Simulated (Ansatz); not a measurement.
The system is Zn3Ge.

```xyz
4
Lattice="-1.9732 1.9732 3.9857 1.9732 -1.9732 3.9857 1.9732 1.9732 -3.9857" Properties=species:S:1:pos:R:3 pbc="T T T"
Ge    0.0000    0.0000    0.0000
Zn    0.0000    0.0000    3.9857
Zn    1.9732    0.0000    1.9929
Zn    0.0000    1.9732    1.9929
```

The cell comes from a database or a generator and needn't be the stable form of this composition.

```yaml
Program: Ansatz 0.2.0
Task: relaxation of cell and atoms
Functional: revPBE
Potentials_or_basis: Ansatz PAW
Cutoff: "420 eV (not typed: the program's choice for these potentials)"
k_mesh: 10 × 10 × 10
Occupations: fermi-dirac, width 0.05 eV
Spin: no spin polarisation
```

At the start: volume 15.52 Å³/atom.

Question: How do energy, volume and symmetry change on relaxing?

Answer: It ends after 5 steps and the volume is 16.86 Å³/atom (+8.7 %); space group I4/mmm (No. 139, to 0.05 Å).

Step by step:
| step | energy change (eV) | largest force (eV/Å) | volume (Å³) |
| --- | --- | --- | --- |
| 1 | 0.0000 | 0.0000 | 62.08 |
| 2 | -0.0907 | 0.0000 | 66.71 |
| 3 | -0.0924 | 0.0000 | 67.35 |
| 4 | -0.0923 | 0.0000 | 67.45 |
| 5 | -0.0967 | 0.0000 | 67.45 |

Final structure:
```
Ge Zn
1.0
    -2.04168    2.04168    4.04500
     2.04168   -2.04168    4.04500
     2.04168    2.04168   -4.04500
Ge Zn
1 3
Cartesian
  0.0000 0.0000 0.0000
  0.0000 0.0000 4.0450
  2.0417 0.0000 2.0225
  0.0000 2.0417 2.0225
```

Caveat: the plane-wave basis is chosen anew once the cell has moved, so the energies of steps on either side of that aren't comparable; the PAW data sets come from PBE, with cores solved anew for the run's functional, which leaves a small shift of forces and pressure.
